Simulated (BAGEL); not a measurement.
**C2H6Cl2Si (SMILES C[Si](C)(Cl)Cl), step by step**

We compute a single-point energy (HF/def2-SV(P)), then the energy (NEVPT2(2,2)/def2-SV(P)) of C2H6Cl2Si. 

The calculation is run with BAGEL 1.2.2.

1 further run of the same task is left out (set aside as unsound or not needed).

### Step 1. The system as given

C2H6Cl2Si: 11 atoms, total charge 0, spin state singlet. SMILES: `C[Si](C)(Cl)Cl`. The C3–H11 distance was set to 1.748 Å, away from the relaxed value. At this shape a bond of the SMILES string is far longer than usual.

Bond lengths: C1–Si2 1.851 Å, Si2–C3 1.851 Å, Si2–Cl4 2.058 Å, Si2–Cl5 2.058 Å, C1–H6 1.093 Å, C1–H7 1.091 Å, C1–H8 1.093 Å, C3–H9 1.093 Å, C3–H10 1.091 Å. Some angles: C1–Si2–C3 114.5°, C1–Si2–Cl4 108.6°, C1–Si2–Cl5 108.6°, C3–Si2–Cl4 108.6°, C3–Si2–Cl5 108.6°, Cl4–Si2–Cl5 107.7°, Si2–C1–H6 110.3°, Si2–C1–H7 110.5°, Si2–C1–H8 110.3°, Si2–C3–H9 110.3°. A long bond or contact: C3–H11 1.748 Å.

### Step 2. The energy at HF/def2-SV(P) (density fitting with svp-jkfit) (run 1)

Contents of calc.json:

```json
{ "bagel" : [

{
  "title" : "molecule",
  "basis" : "def2-sv_p_.json",
  "df_basis" : "svp-jkfit",
  "geometry" : [
    { "atom" : "C", "xyz" : [ -2.40674385,  1.66745276,  1.16855183 ] },
    { "atom" : "Si", "xyz" : [  0.47361450,  1.93286479, -0.79680113 ] },
    { "atom" : "C", "xyz" : [  3.05212690, -0.24863505,  0.10975718 ] },
    { "atom" : "Cl", "xyz" : [ -0.48498687,  1.25025792, -4.50378238 ] },
    { "atom" : "Cl", "xyz" : [  1.79823692,  5.58275742, -0.57245285 ] },
    { "atom" : "H", "xyz" : [ -1.96473691,  2.07516117,  3.14399594 ] },
    { "atom" : "H", "xyz" : [ -3.84327586,  3.00258206,  0.53024014 ] },
    { "atom" : "H", "xyz" : [ -3.18444174, -0.24135960,  1.04360314 ] },
    { "atom" : "H", "xyz" : [  3.63883017,  0.10765392,  2.05727113 ] },
    { "atom" : "H", "xyz" : [  4.68498255,  0.00970941, -1.12342139 ] },
    { "atom" : "H", "xyz" : [  2.03825860, -3.38342235, -0.13587131 ] }
  ]
},
{
  "title" : "hf"
},
{
  "title" : "print",
  "file" : "orbitals.molden",
  "orbitals" : true
}

]}
```

The basis set def2-SV(P) is read from a file made from the Basis Set Exchange's data (not shown).

Run with:

```bash
BAGEL_NUM_THREADS=1 BAGEL calc.json > calc.out
```

Log:

```text
* using 1 threads per process

  ===============================================================
  ===============================================================

  *** Geometry ***

  { "atom" : "C", "xyz" : [     -2.406744,      1.667453,      1.168552 ] },
  { "atom" : "Si", "xyz" : [      0.473614,      1.932865,     -0.796801 ] },
  { "atom" : "C", "xyz" : [      3.052127,     -0.248635,      0.109757 ] },
  { "atom" : "Cl", "xyz" : [     -0.484987,      1.250258,     -4.503782 ] },
  { "atom" : "Cl", "xyz" : [      1.798237,      5.582757,     -0.572453 ] },
  { "atom" : "H", "xyz" : [     -1.964737,      2.075161,      3.143996 ] },
  { "atom" : "H", "xyz" : [     -3.843276,      3.002582,      0.530240 ] },
  { "atom" : "H", "xyz" : [     -3.184442,     -0.241360,      1.043603 ] },
  { "atom" : "H", "xyz" : [      3.638830,      0.107654,      2.057271 ] },
  { "atom" : "H", "xyz" : [      4.684983,      0.009709,     -1.123421 ] },
  { "atom" : "H", "xyz" : [      2.038259,     -3.383422,     -0.135871 ] },

  Number of auxiliary basis functions:      642

  Since a DF basis is specified, we compute 2- and 3-index integrals:
    o Being stored without compression. Storage requirement is 0.045 GB

  Number of basis functions:       94
  Number of electrons      :       66

    * METHOD: MOLECULE                             0.28

  *** RHF ***

  === Nuclear Repulsion ===
   362.3358721057

      * DIIS with orbital gradients will be used.

  === RHF iteration (def2-sv_p_.json) ===
      0      -1286.58435812          0.01209870           0.11
      1      -1286.71651132          0.00528005           0.10
      2      -1286.73896446          0.00108498           0.10
      3      -1286.74049680          0.00024076           0.10
      4      -1286.74056105          0.00006992           0.09
      5      -1286.74056964          0.00001919           0.10
      6      -1286.74057036          0.00000639           0.09
      7      -1286.74057044          0.00000160           0.09
      8      -1286.74057044          0.00000041           0.09
      9      -1286.74057044          0.00000015           0.09
     10      -1286.74057044          0.00000005           0.09
     11      -1286.74057044          0.00000002           0.09
     12      -1286.74057044          0.00000000           0.09
    * SCF iteration converged.

    * Permanent dipole moment:
           (    0.023489,     0.352546,    -0.747689) a.u.

    * METHOD: HF                                   1.44

    * METHOD: PRINT                                0.01

  ===============================================================
```

Wall time 1.9 s (1 thread of AMD EPYC 9R45 (Zen 5), shared host); peak memory 0.19 GiB.

### Step 3. A single-point energy at NEVPT2(2,2)/def2-SV(P) (density fitting with svp-jkfit) (run 2)

Contents of input.json:

```json
{ "bagel": [

{
  "title": "molecule",
  "basis": "def2-sv_p_.json",
  "df_basis": "svp-jkfit",
  "geometry": [
    { "atom": "C", "xyz": [ -2.40674385,  1.66745276,  1.16855183 ] },
    { "atom": "Si", "xyz": [  0.47361450,  1.93286479, -0.79680113 ] },
    { "atom": "C", "xyz": [  3.05212690, -0.24863505,  0.10975718 ] },
    { "atom": "Cl", "xyz": [ -0.48498687,  1.25025792, -4.50378238 ] },
    { "atom": "Cl", "xyz": [  1.79823692,  5.58275742, -0.57245285 ] },
    { "atom": "H", "xyz": [ -1.96473691,  2.07516117,  3.14399594 ] },
    { "atom": "H", "xyz": [ -3.84327586,  3.00258206,  0.53024014 ] },
    { "atom": "H", "xyz": [ -3.18444174, -0.24135960,  1.04360314 ] },
    { "atom": "H", "xyz": [  3.63883017,  0.10765392,  2.05727113 ] },
    { "atom": "H", "xyz": [  4.68498255,  0.00970941, -1.12342139 ] },
    { "atom": "H", "xyz": [  2.03825860, -3.38342235, -0.13587131 ] }
  ]
},
{
  "title": "hf",
  "charge": 0
},
{
  "title": "casscf",
  "nstate": 1,
  "nact": 2,
  "nclosed": 32,
  "charge": 0,
  "active": [33, 34],
  "maxiter": 200,
  "natocc": "true"
},
{
  "title": "nevpt2",
  "nstate": 1,
  "nact": 2,
  "nclosed": 32,
  "charge": 0,
  "active": [33, 34],
  "maxiter": 200,
  "natocc": "true",
  "ncore": 17
},
{
  "title": "print",
  "file": "orbitals.molden",
  "orbitals": "true"
}

]}
```

The basis set def2-SV(P) is read from a file made from the Basis Set Exchange's data (not shown).

Run with:

```bash
BAGEL_NUM_THREADS=1 BAGEL input.json > input.out
```

Log:

```text
* using 1 threads per process

  ===============================================================
  ===============================================================

  *** Geometry ***

  { "atom" : "C", "xyz" : [     -2.406744,      1.667453,      1.168552 ] },
  { "atom" : "Si", "xyz" : [      0.473614,      1.932865,     -0.796801 ] },
  { "atom" : "C", "xyz" : [      3.052127,     -0.248635,      0.109757 ] },
  { "atom" : "Cl", "xyz" : [     -0.484987,      1.250258,     -4.503782 ] },
  { "atom" : "Cl", "xyz" : [      1.798237,      5.582757,     -0.572453 ] },
  { "atom" : "H", "xyz" : [     -1.964737,      2.075161,      3.143996 ] },
  { "atom" : "H", "xyz" : [     -3.843276,      3.002582,      0.530240 ] },
  { "atom" : "H", "xyz" : [     -3.184442,     -0.241360,      1.043603 ] },
  { "atom" : "H", "xyz" : [      3.638830,      0.107654,      2.057271 ] },
  { "atom" : "H", "xyz" : [      4.684983,      0.009709,     -1.123421 ] },
  { "atom" : "H", "xyz" : [      2.038259,     -3.383422,     -0.135871 ] },

  Number of auxiliary basis functions:      642

  Since a DF basis is specified, we compute 2- and 3-index integrals:
    o Being stored without compression. Storage requirement is 0.045 GB

  Number of basis functions:       94
  Number of electrons      :       66

    * METHOD: MOLECULE                             0.28

  *** RHF ***

  === Nuclear Repulsion ===
   362.3358721057

      * DIIS with orbital gradients will be used.

  === RHF iteration (def2-sv_p_.json) ===
      0      -1286.58435812          0.01209870           0.10
      1      -1286.71651132          0.00528005           0.09
      2      -1286.73896446          0.00108498           0.09
      3      -1286.74049680          0.00024076           0.09
      4      -1286.74056105          0.00006992           0.09
      5      -1286.74056964          0.00001919           0.09
      6      -1286.74057036          0.00000639           0.09
      7      -1286.74057044          0.00000160           0.09
      8      -1286.74057044          0.00000041           0.09
      9      -1286.74057044          0.00000015           0.10
     10      -1286.74057044          0.00000005           0.10
     11      -1286.74057044          0.00000002           0.10
     12      -1286.74057044          0.00000000           0.10
    * SCF iteration converged.

    * Permanent dipole moment:
           (    0.023489,     0.352546,    -0.747689) a.u.

    * METHOD: HF                                   1.44

  ---------------------------
      CASSCF calculation
  ---------------------------

    ==== Active orbitals : =====
         Orbital 33
         Orbital 34
    ============================

    * nstate   :      1
    * nclosed  :     32
    * nact     :      2
    * nvirt    :     60
  === CASSCF iteration (def2-sv_p_.json) ===

    * Using the second-order algorithm

      0  0     -1286.74895206     1.03e-03      0.02

      1  0     -1286.77319431     1.55e-03      0.48

      2  0     -1286.77956778     3.96e-04      0.46

      3  0     -1286.77974742     8.05e-05      0.50

      4  0     -1286.77975173     1.71e-05      0.50

      5  0     -1286.77975187     3.98e-06      0.49

      6  0     -1286.77975188     9.55e-07      0.52

      7  0     -1286.77975188     2.30e-07      0.50

      8  0     -1286.77975188     5.55e-08      0.47

      9  0     -1286.77975188     1.34e-08      0.40

     10  0     -1286.77975188     3.21e-09      0.41

    * Second-order optimization converged. *

     guess   0:   closed 1.                   open ..

  === FCI iteration ===

      0  0     -1286.73882099     8.24e-02      0.00
      1  0     -1286.77975075     3.77e-04      0.00
      2  0 *   -1286.77975188     3.33e-16      0.00

     * ci vector, state   0, <S^2> = 0.0000
       2.     0.9705196265
       .2    -0.2410221041

    * METHOD: CASSCF                               5.00

    * freezing 17 orbitals

  === DF-NEVPT2 calculation ===

    * 3-index integral transformation done
    * assembly done

      NEVPT2 correlation energy:   -0.5874402446      0.16

          (+0)     -0.5413473138
          (+0)'    -0.0138929606
          (+1)     -0.0058844203
          (+1)'    -0.0000000000
          (+2)     -0.0003454598
          (-1)     -0.0238752896
          (-1)'     0.0000000000
          (-2)     -0.0020948005

      NEVPT2 total energy:       -1287.3671921206

    * METHOD: NEVPT2                               0.33

    * METHOD: PRINT                                0.02

  ===============================================================
```

It took 7.5 s on 1 thread of AMD EPYC 9R45 (Zen 5), shared host; peak memory 0.2 GiB.

### Step 4. Summary of results

| quantity | value |
| --- | --- |
| run 1, HF/def2-SV(P): total energy | -1286.74057 Eh |
| run 1, HF/def2-SV(P): dipole moment | 2.10 D |
| run 1, HF/def2-SV(P): HOMO energy | -11.50 eV |
| run 1, HF/def2-SV(P): LUMO energy | 2.23 eV |
| run 1, HF/def2-SV(P): HOMO–LUMO gap | 13.72 eV |
| run 2, NEVPT2(2,2)/def2-SV(P): total energy | -1287.36719 Eh |
